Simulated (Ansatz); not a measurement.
# C3H5FO2Zr: up Jacob's ladder to CCSD(T)

An exercise on one series of results from a longer session: the logs are not shown, and one member is left open.

Method: functionals in def2-TZVPP, the program's frozen cores in correlated methods; program: Ansatz 0.2.0, Gaussian basis.

The runs, in order: LDA (SPW92), PBE-D4, revPBE-D4, BLYP-D4, r2SCAN-D4, B97M-V, PBE0-D4, B3LYP-D4, r2SCANh-D4, r2SCAN0-D4, HSE06-D4, BHLYP-D4, CAM-B3LYP-D4, LC-ωPBE, ωB97X-V, ωB97M-V, B2PLYP, PBE-QIDH; CCSD(T)/def2-SVP; CCSD(T)/def2-TZVPP; MP2/def2-QZVPP; extrapolation to the limit; RPA on PBE.

### The geometry

All runs share one geometry, relaxed beforehand with PBE0-D4 in a triple-zeta def2 set. Zr takes the def2 core potential; no spin-orbit term is included.

12 atoms, charge 0, spin multiplicity 1.

Atoms are counted from 1 here; the program's logs count them from 0.

Bond lengths: C1–C2 1.215 Å, C1–H8 1.067 Å, C2–Zr3 2.206 Å, Zr3–O4 1.911 Å, Zr3–F5 1.913 Å, Zr3–O6 1.896 Å, O4–H9 0.953 Å, O6–C7 1.392 Å, C7–H10 1.094 Å, C7–H11 1.094 Å, C7–H12 1.094 Å. Angles: C2–C1–H8 179.9°, C1–C2–Zr3 178.8°, C2–Zr3–O4 108.6°, C2–Zr3–F5 110.2°, C2–Zr3–O6 106.7°, O4–Zr3–F5 110.3°, O4–Zr3–O6 111.7°, F5–Zr3–O6 109.3°, Zr3–O4–H9 166.1°, Zr3–O6–C7 175.3°, O6–C7–H10 110.5°, O6–C7–H11 110.3°, O6–C7–H12 110.0°, H10–C7–H11 108.7°, H10–C7–H12 108.6°, H11–C7–H12 108.6°.

The first run:

The input, in.yaml:

```yaml
crystal:
  periodic: [false, false, false]
  atoms:
    - {symbol: C, position_ang: [-0.262333, -3.130463, 1.205306]}
    - {symbol: C, position_ang: [-0.275661, -1.918502, 1.117958]}
    - {symbol: Zr, position_ang: [-0.282342, 0.284750, 1.001358]}
    - {symbol: O, position_ang: [-2.092940, 0.893000, 1.060988]}
    - {symbol: F, position_ang: [0.715638, 1.025546, 2.455608]}
    - {symbol: O, position_ang: [0.558308, 0.744968, -0.634154]}
    - {symbol: C, position_ang: [1.096523, 1.165972, -1.847033]}
    - {symbol: H, position_ang: [-0.250063, -4.194551, 1.283412]}
    - {symbol: H, position_ang: [-2.939863, 1.293977, 0.889517]}
    - {symbol: H, position_ang: [0.328149, 1.644004, -2.462531]}
    - {symbol: H, position_ang: [1.905507, 1.882534, -1.675863]}
    - {symbol: H, position_ang: [1.499078, 0.308766, -2.394575]}
basis:
  gaussian: {orbitals: def2-TZVPP}
hamiltonian: {xc: lda}
output: {orbitals: {seedname: orbitals}}
```

Steps of the session up to this table: LDA; PBE-D4 (GGA); revPBE-D4 (GGA); BLYP-D4 (GGA); r2SCAN-D4 (meta-GGA); B97M-V (meta-GGA); PBE0-D4 (hybrid); B3LYP-D4 (hybrid); r2SCANh-D4 (hybrid); r2SCAN0-D4 (hybrid); HSE06-D4 (hybrid); BHLYP-D4 (hybrid); CAM-B3LYP-D4 (range-separated); LC-ωPBE (range-separated); ωB97X-V (range-separated); ωB97M-V (range-separated); B2PLYP (double hybrid); PBE-QIDH (double hybrid).

One of the session's tables, all rows but one given; the rest of the session is left out.

It belongs to the step «Orbital energies across the functionals». 

| functional | HOMO (eV) | gap (eV) |
| --- | --- | --- |
| LDA (SPW92) | -6.82 | 4.70 |
| PBE-D4 | -6.61 | 4.75 |
| revPBE-D4 | -6.54 | 4.78 |
| BLYP-D4 | -6.44 | 4.69 |
| r2SCAN-D4 | -6.87 | 5.17 |
| B97M-V | ? | ? |
| PBE0-D4 | -7.85 | 6.81 |
| B3LYP-D4 | -7.59 | 6.33 |
| r2SCANh-D4 | -7.33 | 5.94 |
| r2SCAN0-D4 | -8.02 | 7.09 |
| HSE06-D4 | -7.44 | 6.03 |
| BHLYP-D4 | -8.90 | 8.80 |
| CAM-B3LYP-D4 | -9.18 | 9.22 |
| LC-ωPBE | -10.61 | 11.84 |
| ωB97X-V | -10.20 | 11.31 |
| ωB97M-V | -10.09 | 10.77 |

Q: Estimate the row for B97M-V from the others.

As computed: HOMO (eV): -6.83; gap (eV): 5.15. In the column «HOMO (eV)» it lies between r2SCAN-D4 (-6.87) and LDA (SPW92) (-6.82).
